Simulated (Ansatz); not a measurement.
# CH₆AsNO: geometry optimisation

Aim: relax CH₆AsNO at this level.

Program: Ansatz 0.2.0. Level of theory: RKS B3LYP-D4/def2-SVPD. These are calculated values, not measurements.

2 further runs of the same task are left out: 2 set aside as unsound or not needed.

### Step 1. Starting geometry

10 atoms, charge 0, spin multiplicity 1.

Atoms are counted from 1 here; the program's logs count them from 0.

Bond lengths: N1–C2 1.360 Å, N1–H4 1.025 Å, N1–H5 1.017 Å, C2–O3 1.227 Å, C2–H6 1.124 Å, As7–H8 1.532 Å, As7–H9 1.543 Å, As7–H10 1.532 Å. Angles: C2–N1–H4 118.9°, C2–N1–H5 121.5°, H4–N1–H5 119.7°, N1–C2–O3 124.8°, N1–C2–H6 112.8°, O3–C2–H6 122.5°, H8–As7–H9 92.6°, H8–As7–H10 92.7°, H9–As7–H10 92.6°.

Coordinates:

```
N     0.6867   -0.3964   -1.5550
C    -0.4725    0.2997   -1.6973
O    -1.1637    0.7054   -0.7677
H     1.0247   -0.6064   -0.6109
H     1.2206   -0.7091   -2.3621
H    -0.7465    0.4727   -2.7737
As    0.2441   -0.1651    1.9882
H    -1.2233   -0.5818    2.1318
H     0.5160   -0.3412    3.4968
H    -0.0860    1.3223    2.1500
```

### Step 2. Relaxation

Input file input.yaml:

```yaml
crystal:
  periodic: [false, false, false]
  atoms:
    - { symbol: "N", position_ang: [0.686696, -0.396383, -1.555041] }
    - { symbol: C, position_ang: [-0.472547, 0.299734, -1.697328] }
    - { symbol: O, position_ang: [-1.163742, 0.705354, -0.767724] }
    - { symbol: H, position_ang: [1.024747, -0.606368, -0.610899] }
    - { symbol: H, position_ang: [1.22056, -0.709081, -2.362129] }
    - { symbol: H, position_ang: [-0.746505, 0.472727, -2.773706] }
    - { symbol: As, position_ang: [0.244095, -0.165116, 1.988209] }
    - { symbol: H, position_ang: [-1.223277, -0.581803, 2.13178] }
    - { symbol: H, position_ang: [0.515991, -0.341217, 3.496835] }
    - { symbol: H, position_ang: [-0.086018, 1.322252, 2.150002] }
basis:
  gaussian: { orbitals: def2-SVPD }
hamiltonian:
  xc: { name: B3LYP }
  dispersion: d4
output:
  forces: true
relax:
  f_tol: 0.003
  max_steps: 120
```

Run with:

```console
$ ansatz run input.yaml --threads 1 --pin off --max-ram 2560MiB --backend cpu --events-out ev --progress --plain --runs-dir out
```

Before running it: what results should come out? Wanted: energy gained; root mean square move; dipole moment.

The runs gave:

| quantity | value |
| --- | --- |
| energy gained | 0.0147 eV |
| root mean square move | 0.027 Å |
| dipole moment | 3.52 D |

**Reading.** Bond lengths: N1–C2 1.355 Å, N1–H4 1.015 Å, N1–H5 1.009 Å, C2–O3 1.217 Å, C2–H6 1.114 Å, As7–H8 1.522 Å, As7–H9 1.533 Å, As7–H10 1.522 Å. Angles: C2–N1–H4 119.2°, C2–N1–H5 121.4°, H4–N1–H5 119.4°, N1–C2–O3 124.8°, N1–C2–H6 112.9°, O3–C2–H6 122.3°, H8–As7–H9 93.3°, H8–As7–H10 93.4°, H9–As7–H10 93.3°. No frequencies were computed here.
